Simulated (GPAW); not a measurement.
Input of a GPAW 26.7.0 run:

The input run.py:

```python
from ase import Atoms
from ase.dft.bandgap import bandgap
from ase.io import write
from ase.units import GPa
from gpaw import GPAW, PW

atoms = Atoms(['Pd', 'Pd', 'Pd', 'Cu'],
              cell=[[-1.90531911, 1.90531911, 3.91217965],
                    [1.90531911, -1.90531911, 3.91217965],
                    [1.90531911, 1.90531911, -3.91217965]],
              scaled_positions=[[0.5, 0.5, 0.0],
                                [0.25, 0.75, 0.5],
                                [0.75, 0.25, 0.5],
                                [0.0, 0.0, 0.0]],
              pbc=True)

calc = GPAW(mode=PW(600),
            xc='LDA',
            kpts={'size': (7, 7, 7), 'gamma': True},
            occupations={'name': 'fermi-dirac', 'width': 0.05},
            nbands=51,
            convergence={'density': 1e-05, 'energy': 1e-05},
            maxiter=150,
            txt='gpaw.txt')
atoms.calc = calc
energy = atoms.get_potential_energy()
forces = atoms.get_forces()
stress = atoms.get_stress()
calc.write('gs.gpw')
write('result.traj', atoms)
print(f'Energy: {energy:.6f} eV')
print('Forces (eV/A):')
print(forces.round(4))
print('Stress (GPa):', (stress / GPa).round(3))
print('Fermi level:', round(calc.get_fermi_level(), 4), 'eV')
print(f'Gap: {bandgap(calc)[0]:.4f} eV, direct: {bandgap(calc, direct=True)[0]:.4f} eV')

path = atoms.cell.bandpath('GXYSGZS1NPY1Z,XP', npoints=100, eps=1e-4)
bs_calc = calc.fixed_density(kpts=path, symmetry='off', nbands=70,
                             convergence={'bands': 'CBM+6.0', 'eigenstates': 1e-6}, txt='bands.txt')
bs = bs_calc.band_structure()
bs.write('bs.json')
print(f'Gap on the path: {bandgap(bs_calc)[0]:.4f} eV')
```

Potentials or basis: the program's PAW data sets (release 1.2.1) made for this functional, pw.

Command:

```console
$ OMP_NUM_THREADS=1 python run.py
```

Q: Estimate the band gap along the path.

A: None (metal or under the smearing width).

Q: Estimate the pressure.

A: -10.2 GPa.

Stress tensor (GPa, compression positive):
```
-10.02   0.00   0.00
  0.00 -10.02   0.00
  0.00   0.00 -10.63
```

Caveat: with this Cu data set, volumes or pressures lay over 1.5 % or 2 GPa off other programs in two to four cells of ten.
